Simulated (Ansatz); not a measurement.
Al2O3, space group P-6m2: a frozen displacement of one atom, run with Ansatz's Python interface.

The script, `run_push.py`:
```python
# -*- coding: utf-8 -*-
"""Frozen displacement of one atom in Al2O3."""

import warnings

import ansatz as az
import numpy as np
from pymatgen.core import Lattice, Structure
from pymatgen.io.ase import AseAtomsAdaptor

SETTINGS = {
    "smearing": "fermi_dirac",
    "sigma": 0.3,
    "kmesh": (7, 7, 2),
    "functional": "r2scan",
}

warnings.simplefilter("ignore", az.DeckWarning)

pmg_structure = Structure(
    Lattice([[2.884325, 0.0, 0.0], [-1.442162, 2.497899, 0.0], [0.0, 0.0, 9.336754]]),
    ["Al", "Al", "O", "O", "O"],
    [
        [0.0, 0.0, 0.149992],
        [0.0, 0.0, 0.850008],
        [1 / 3, 2 / 3, 0.222317],
        [2 / 3, 1 / 3, 0.0],
        [1 / 3, 2 / 3, 0.777683],
    ],
)
al2o3 = az.Crystal.from_ase(AseAtomsAdaptor.get_atoms(pmg_structure))

inverse = np.linalg.inv(np.array(al2o3.lattice.vectors))
home = np.array(al2o3.sites[3].position)
values = np.linspace(-0.1, 0.1, 5)
energies, pulls = [], []
for shift in values:
    moved = al2o3.move(3, to=home + shift * inverse[2])
    setup = moved.calculation()
    setup = setup.occupations(SETTINGS["smearing"], width=SETTINGS["sigma"])
    setup = setup.scf(lower_state_search="light").kpoints(mesh=SETTINGS["kmesh"], shift=0.5)
    setup = setup.functional(SETTINGS["functional"])
    setup = setup.initial_density(normalization="atom")
    setup = setup.basis(28 * az.Ha)
    setup = setup.forces()
    report = setup.run(threads=1, pin="off").report
    energies.append(report["free_energy_ev"])
    pulls.append(report["forces_ev_ang"][3][2])

# the force is minus the slope of the free energy
print("shift (A)   dE (eV)   force along z (eV/A)")
for shift, e, f in zip(values, energies, pulls):
    print(f"{shift:8.3f} {e - energies[2]:10.5f} {f:12.4f}")
print(f"stiffness from energies {2 * np.polyfit(values, energies, 2)[0]:.3f}, from forces {-np.polyfit(values, pulls, 1)[0]:.3f} eV/A^2")
```

How stiff is this displacement, and do energies and forces agree?

The curvature of the energy gives 17.654 eV/Å² and the slope of the force 17.643 eV/Å², a positive curvature.

What the script printed:

```console
$ python run_push.py
shift (A)   dE (eV)   force along z (eV/A)
  -0.100    0.08828       1.7637
  -0.050    0.02209       0.8833
   0.000    0.00000       0.0000
   0.050    0.02209      -0.8832
   0.100    0.08828      -1.7637
stiffness from energies 17.654, from forces 17.643 eV/A^2
```

These settings explore the input space; cutoff and mesh may be short of convergence. The mesh has less symmetry than the crystal, which the program warned of. This cell is a computed structure, which may not be the phase found in nature. All periodic images of the atom move with it, so the curvature is one diagonal element of the zone-centre force constants and no normal mode; a positive value doesn't exclude soft modes in which several atoms move. The script silences the warnings on its input, which a real study should read. Timing: 100 s on 1 thread of Arm Neoverse V1, with other jobs on the host, peak memory 0.69 GiB.
